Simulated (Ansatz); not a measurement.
# BrHSi: the cost of one run

All numbers are computed with Ansatz 0.2.0 through its Python package. Level of theory: Hartree-Fock/def2-SVP.

### Step 1. Starting point

Bond lengths: Si1–Br2 2.165 Å, Si1–H3 1.466 Å. Angles: Br2–Si1–H3 113.6°.

Input file brhsi.xyz:

```xyz
3

Si   -0.50410    0.39190   -0.24180
Br    1.38110    0.52310    0.81540
H    -0.88790   -0.97990   -0.58690
```

### Step 2. The code

brhsi.py reads:

```python
"""One bond of BrHSi held at set lengths while the rest relaxes."""

import warnings

import ansatz as az
import numpy as np


def main() -> None:
    warnings.simplefilter("ignore", az.DeckWarning)

    geometry = az.Crystal.molecule_from_extxyz("brhsi.xyz")

    setup = geometry.calculation().basis(gaussian="def2-SVP").functional("hf")
    symbols = [site.symbol for site in geometry.cartesian_sites]
    pairs = [(0, 1), (0, 2)]
    print("held (A)   E (eV)        ", "  ".join(f"{symbols[i]}{i}-{symbols[j]}{j}" for i, j in pairs))
    for length in [1.99, 2.17, 2.34, 2.6, 2.92]:
        report = setup.relax(constraints=[az.DistanceConstraint((0, 1), at=length)], force_tolerance=0.02, max_steps=60).run(threads=1).report
        xyz = np.array(report["positions_ang"])
        print(f"{length:6.2f} {report['free_energy_ev']:14.5f}  ", "  ".join(f"{np.linalg.norm(xyz[i] - xyz[j]):.3f}" for i, j in pairs))


if __name__ == "__main__":
    main()
```

### Step 3. Launch

Run with:

```sh
python brhsi.py
```

What time and memory should one allow on 1 thread of Arm Neoverse V1, shared host?

About 16 s, with a peak of 0.17 GiB.
